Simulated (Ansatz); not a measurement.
**The cluster B2F4: single points with varied inputs**

Aim: run the cluster B2F4 under a spread of inputs, and see what each costs and gives.

Method: the settings change from run to run; program: Ansatz 0.2.0, Gaussian basis.

### 1 The molecule

An earlier PBE0-D4/def2-SVP relaxation fixed the geometry.

6 atoms, charge 0, spin multiplicity 1.

Atoms are counted from 1 here; the program's logs count them from 0.

Bond lengths: B1–B2 1.726 Å, B1–F3 1.317 Å, B1–F5 1.317 Å, B2–F4 1.317 Å, B2–F6 1.317 Å. Angles: B2–B1–F3 121.5°, B2–B1–F5 121.5°, F3–B1–F5 116.9°, B1–B2–F4 121.6°, B1–B2–F6 121.5°, F4–B2–F6 116.9°.

### 2 revPBE/cc-pVTZ

Options: atoms shaken by 0.08 Å, D3(BJ) with three-body dispersion, relativity set to scalar.

in.yaml

```yaml
crystal:
  periodic: [false, false, false]
  atoms:
    - {symbol: B, position_ang: [-0.673528, -0.395360, 0.078592]}
    - {symbol: B, position_ang: [0.774833, 0.340663, -0.156937]}
    - {symbol: F, position_ang: [-1.202011, -0.661082, 1.466864]}
    - {symbol: F, position_ang: [1.779644, -0.048015, 0.662466]}
    - {symbol: F, position_ang: [-1.661417, -0.631495, -0.625482]}
    - {symbol: F, position_ang: [0.873070, 1.241164, -1.092245]}
basis:
  gaussian: {orbitals: cc-pVTZ}
hamiltonian: {xc: {name: revPBE}, dispersion: d3bjatm, pseudopotentials: {relativity: scalar}}
scf: {omitted_lower_state_checks: [starts]}
```

The run is started by

```
$ ansatz run in.yaml --threads 4 --pin off --events-out ev --progress --plain --max-ram 3916MiB
```

Standard output:

```text
Functional definition: revPBE
  name "revPBE"
  cite "Zhang & Yang, Phys. Rev. Lett. 80, 890 (1998) doi:10.1103/PhysRevLett.80.890"
  cite "Perdew, Burke & Ernzerhof, Phys. Rev. Lett. 77, 3865 (1996) doi:10.1103/PhysRevLett.77.3865"
  parameter kappa = 1.245
  parameter beta = 0.06672455060314922
  exchange = pbe_x(kappa = kappa, mu = beta*pi^2/3)
  correlation = pbe_c(beta = beta)
these checks for a lower state are left out or cut short: starts
1008 factors; their error is unknown
mean field evaluation 1: about -12231.2245 eV, gradient 5.2e1 eV
mean field evaluation 2: about -12221.5215 eV, gradient 9.9e1 eV
mean field evaluation 4: about -12234.7282 eV, gradient 5.9e0 eV
mean field evaluation 8: about -12234.7783 eV, gradient 1.1e-1 eV
mean field evaluation 16: about -12234.7290 eV, gradient 3.1e-4 eV
mean field -12234.72899737 eV, -449.6179976561 hartree, gradient 2.5e-5 eV, S^2 0.000000; 0 other end points of the search recorded, 0 dependent functions left out
reference -12234.72904404 eV, -449.6179993712 hartree; 23, 23 occupied and 157, 157 virtual orbitals, 1008 factors
Total energy: -12234.92067156 eV, -449.6250415528 hartree
Relativity: scalar
Checks for a lower state left out: starts
```

It took 0.95 s on 4 threads of Arm Neoverse V1, shared host.

### 3 revPBE0/def2-TZVPP

Options: density fitting with def2-universal-jkfit.

in.yaml

```yaml
crystal:
  periodic: [false, false, false]
  atoms:
    - {symbol: B, position_ang: [-0.779244, -0.322956, 0.182982]}
    - {symbol: B, position_ang: [0.779415, 0.322646, -0.182773]}
    - {symbol: F, position_ang: [-1.127433, -0.625865, 1.416242]}
    - {symbol: F, position_ang: [1.857602, -0.071785, 0.462108]}
    - {symbol: F, position_ang: [-1.674968, -0.534883, -0.758672]}
    - {symbol: F, position_ang: [0.944619, 1.232843, -1.119887]}
basis:
  gaussian: {orbitals: def2-TZVPP, fitting: {mean_field: def2-universal-jkfit}}
hamiltonian: {xc: {name: revPBE0}}
scf: {omitted_lower_state_checks: [starts]}
output: {forces: true}
```

Same command.

Standard output, shortened:

```text
Functional definition: revPBE0
  name "revPBE0"
  cite "Zhang & Yang, Phys. Rev. Lett. 80, 890 (1998) doi:10.1103/PhysRevLett.80.890"
  cite "Adamo & Barone, J. Chem. Phys. 110, 6158 (1999) doi:10.1063/1.478522"
  cite "Perdew, Burke & Ernzerhof, Phys. Rev. Lett. 77, 3865 (1996) doi:10.1103/PhysRevLett.77.3865"
[...]
458 factors; integrals over basis functions are off by at most 1.6e0 eV
[...]
mean field -12225.44834341 eV, -449.2769399138 hartree, gradient 3.3e-5 eV, S^2 0.000000; 0 other end points of the search recorded, 0 dependent functions left out
[...]
reference -12225.44838199 eV, -449.2769413315 hartree; 23, 23 occupied and 163, 163 virtual orbitals, 458 factors
Total energy: -12225.44838199 eV, -449.2769413315 hartree
Atom 0 at    -0.779244    -0.322956     0.182982 Å, force     0.034270     0.013527    -0.007582 eV/Å
Atom 1 at     0.779415     0.322646    -0.182773 Å, force    -0.034192    -0.013248     0.008040 eV/Å
Atom 2 at    -1.127433    -0.625865     1.416242 Å, force    -0.023006    -0.033868     0.187196 eV/Å
Atom 3 at     1.857602    -0.071785     0.462108 Å, force     0.136898    -0.076590     0.108592 eV/Å
Atom 4 at    -1.674968    -0.534883    -0.758672 Å, force    -0.108851    -0.021096    -0.155945 eV/Å
Atom 5 at     0.944619     1.232843    -1.119887 Å, force    -0.005119     0.131275    -0.140301 eV/Å
Dipole moment:     0.000090    -0.000177     0.000094 e Å
Checks for a lower state left out: starts
```

It took 1.1 s on 4 threads of Arm Neoverse V1, shared host.

Largest force 0.192 eV/Å, dipole 0.00 D.

### 4 CAM-B3LYP/cc-pVDZ

Options: charge -1, multiplicity 2, atoms shaken by 0.15 Å, density fitting with cc-pVTZ-jkfit.

in.yaml

```yaml
crystal:
  periodic: [false, false, false]
  atoms:
    - {symbol: B, position_ang: [-0.896380, -0.368052, 0.310871]}
    - {symbol: B, position_ang: [0.667119, 0.195077, -0.385102]}
    - {symbol: F, position_ang: [-0.897866, -0.779458, 1.415585]}
    - {symbol: F, position_ang: [1.935669, 0.014272, 0.639238]}
    - {symbol: F, position_ang: [-1.611027, -0.326310, -0.632280]}
    - {symbol: F, position_ang: [0.974025, 1.229748, -1.073698]}
basis:
  gaussian: {orbitals: cc-pVDZ, fitting: {mean_field: cc-pVTZ-jkfit}}
total_charge: -1
magnetization: {spin_polarized: true, initial_magnetization: 1}
hamiltonian: {xc: {name: CAM-B3LYP}}
scf: {omitted_lower_state_checks: [starts]}
```

The command is unchanged.

Standard output, shortened:

```text
Functional definition: CAM-B3LYP
  name "CAM-B3LYP"
  cite "Yanai, Tew & Handy, Chem. Phys. Lett. 393, 51 (2004) doi:10.1016/j.cplett.2004.06.011"
  cite "Iikura, Tsuneda, Yanai & Hirao, J. Chem. Phys. 115, 3540 (2001) doi:10.1063/1.1383587"
  cite "Becke, Phys. Rev. A 38, 3098 (1988) doi:10.1103/PhysRevA.38.3098"
  cite "Lee, Yang & Parr, Phys. Rev. B 37, 785 (1988) doi:10.1103/PhysRevB.37.785"
  cite "Vosko, Wilk & Nusair, Can. J. Phys. 58, 1200 (1980) doi:10.1139/p80-159"
[...]
  # Exact exchange under (alpha + beta erf(omega r))/r, Becke's under what is left of 1/r.
[...]
474 factors; integrals over basis functions are off by at most 1.6e-1 eV
474 factors; integrals over basis functions are off by at most 7.8e-7 eV
[...]
mean field -12219.28972286 eV, -449.0506147830 hartree, gradient 8.3e-5 eV, S^2 0.756458; 0 other end points of the search recorded, 0 dependent functions left out
reference -12219.28982256 eV, -449.0506184468 hartree; 24, 23 occupied and 60, 61 virtual orbitals, 474 factors
Total energy: -12219.28982256 eV, -449.0506184468 hartree
Checks for a lower state left out: starts
```

Run time: 1.1 s. Hardware: 4 threads of Arm Neoverse V1, shared host.

⟨S²⟩ 0.756.

### 5 SPW92/pcseg-2

Set apart from the defaults: charge +1, multiplicity 2, coordinates scaled by 0.92, finite nuclei.

in.yaml

```yaml
crystal:
  periodic: [false, false, false]
  atoms:
    - {symbol: B, position_ang: [-0.716905, -0.297120, 0.168343]}
    - {symbol: B, position_ang: [0.717061, 0.296834, -0.168152]}
    - {symbol: F, position_ang: [-1.037238, -0.575796, 1.302942]}
    - {symbol: F, position_ang: [1.708994, -0.066042, 0.425139]}
    - {symbol: F, position_ang: [-1.540971, -0.492093, -0.697978]}
    - {symbol: F, position_ang: [0.869049, 1.134216, -1.030296]}
basis:
  gaussian: {orbitals: pcseg-2, nuclear_model: gaussian}
total_charge: 1
magnetization: {spin_polarized: true, initial_magnetization: 1}
hamiltonian: {xc: {name: SPW92}}
output: {forces: true}
```

Launched as before.

Standard output, shortened:

```text
Functional definition: SPW92
  name "SPW92"
  cite "Dirac, Proc. Camb. Phil. Soc. 26, 376 (1930) doi:10.1017/S0305004100016108"
  cite "Slater, Phys. Rev. 81, 385 (1951) doi:10.1103/PhysRev.81.385"
  cite "Perdew & Wang, Phys. Rev. B 45, 13244 (1992) doi:10.1103/PhysRevB.45.13244"
[...]
976 factors; their error is unknown
[...]
mean field -12134.22355106 eV, -445.9244906295 hartree, gradient 1.5e-5 eV, S^2 0.750729; 1 other end points of the search recorded, 0 dependent functions left out
[...]
reference -12134.22357878 eV, -445.9244916481 hartree; 23, 22 occupied and 157, 158 virtual orbitals, 976 factors
Total energy: -12134.22357878 eV, -445.9244916481 hartree
Atom 0 at    -0.716905    -0.297120     0.168343 Å, force    -2.420167    -1.003117     0.567900 eV/Å
Atom 1 at     0.717061     0.296834    -0.168152 Å, force     2.421362     1.001293    -0.566600 eV/Å
Atom 2 at    -1.037238    -0.575796     1.302942 Å, force     0.342649    -0.599937     5.748349 eV/Å
Atom 3 at     1.708994    -0.066042     0.425139 Å, force     3.337791    -2.917700     3.722048 eV/Å
Atom 4 at    -1.540971    -0.492093    -0.697978 Å, force    -2.386749    -0.246578    -5.268483 eV/Å
Atom 5 at     0.869049     1.134216    -1.030296 Å, force    -1.294885     3.766039    -4.203213 eV/Å
Dipole moment:     0.000110    -0.000207     0.000131 e Å
```

It took 1.4 s on 4 threads of Arm Neoverse V1, shared host.

Largest force 5.790 eV/Å, ⟨S²⟩ 0.751.

### 6 All runs side by side

```
             level  charge  multiplicity  geometry  functions  energy (eV)    time
    revPBE/cc-pVTZ       0             1    shaken        180   -12234.921  0.95 s
revPBE0/def2-TZVPP       0             1   relaxed        186   -12225.448   1.1 s
 CAM-B3LYP/cc-pVDZ      -1             2    shaken         84   -12219.290   1.1 s
     SPW92/pcseg-2       1             2    scaled        180   -12134.224   1.4 s
```

### 7 Results

```
quantity                   value
    runs                       4
quickest  revPBE/cc-pVTZ, 0.95 s
 slowest    SPW92/pcseg-2, 1.4 s
```

What this shows: The runs differ in state or geometry as well as level, so their energies can't be set against each other. The times lie within a factor of two. At the PBE0-D4/def2-SVP geometry and in the same state, the sound runs without point charges leave forces up to 0.19 eV/Å (revPBE0/def2-TZVPP).
